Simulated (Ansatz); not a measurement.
# AsBGeH4O: the cost of one run

Program: Ansatz 0.2.0 through its Python package. Level of theory: PBE0/def2-SVP. These are calculated values, not measurements.

### 1 The structure

Bond lengths: Ge1–As2 2.367 Å, As2–B3 2.131 Å, As2–O4 1.782 Å, B3–O4 1.573 Å, Ge1–H5 1.524 Å, Ge1–H6 1.594 Å, Ge1–H7 1.572 Å, B3–H8 1.117 Å. Angles: Ge1–As2–B3 91.4°, Ge1–As2–O4 91.3°, B3–As2–O4 46.3°, As2–Ge1–H5 113.0°, As2–Ge1–H6 110.1°, As2–Ge1–H7 109.4°, H5–Ge1–H6 110.3°, H5–Ge1–H7 108.5°, H6–Ge1–H7 105.3°, As2–B3–O4 55.1°, As2–B3–H8 136.1°, O4–B3–H8 146.3°, As2–O4–B3 78.6°.

No structure file is read: the coordinates are typed or built in the script.

### 2 The code

ip_asbgeh4o.py

```python
"""Vertical ionisation energy of AsBGeH4O."""

import ansatz as az

BASIS_SET = "def2-SVP"
XC = "pbe0"


def total_energy(molecule, charge=0, unpaired=0):
    calc = molecule.calculation().basis(gaussian=BASIS_SET).functional(XC)
    if charge:
        calc = calc.charge(charge)
    if unpaired:
        calc = calc.spin("collinear", total=unpaired)
    report = calc.run(threads=1).report
    if report["published_state_doubts"]:
        print("  doubts:", report["published_state_doubts"])
    return report["free_energy_ev"]


def main() -> None:
    geometry_ang = [
        ("Ge", (0.4152, 1.0683, -0.6572)),
        ("As", (0.459, -0.0066, 1.4507)),
        ("B", (-0.8308, -1.5499, 0.747)),
        ("O", (0.74, -1.5906, 0.6842)),
        ("H", (1.3273, 0.4042, -1.6822)),
        ("H", (0.7952, 2.6082, -0.4941)),
        ("H", (-1.0543, 1.0602, -1.2161)),
        ("H", (-1.7596, -2.0508, 1.1119)),
    ]
    geometry = az.Crystal.molecule()
    for symbol, xyz in geometry_ang:
        geometry = geometry.atom(symbol, xyz)

    # delta-SCF style differences, no relaxation
    parent = total_energy(geometry, 0, 0)
    cation = total_energy(geometry, 1, 1)
    print(f"E(N)   = {parent:.5f} eV")
    print(f"E(N-1) = {cation:.5f} eV  (1 unpaired)")
    print(f"vertical ionisation energy {cation - parent:.3f} eV")


if __name__ == "__main__":
    main()
```

### 3 The input behind the calls

The engine receives this input (first run):

```yaml
crystal:
  periodic: [false, false, false]
  atoms:
    - { symbol: Ge, position_ang: [0.4152, 1.0683, -0.6572] }
    - { symbol: As, position_ang: [0.459, -0.0066, 1.4507] }
    - { symbol: B, position_ang: [-0.8308, -1.5499, 0.747] }
    - { symbol: O, position_ang: [0.74, -1.5906, 0.6842] }
    - { symbol: H, position_ang: [1.3273, 0.4042, -1.6822] }
    - { symbol: H, position_ang: [0.7952, 2.6082, -0.4941] }
    - { symbol: H, position_ang: [-1.0543, 1.0602, -1.2161] }
    - { symbol: H, position_ang: [-1.7596, -2.0508, 1.1119] }
basis:
  gaussian:
    orbitals: def2-SVP
hamiltonian:
  xc: pbe0
```

### 4 Running it

The run is started by

```
python ip_asbgeh4o.py
```

What time and memory should one allow on 1 thread of AMD EPYC 7B13 (Zen 3), shared host?

About 18 s, with a peak of 0.46 GiB.
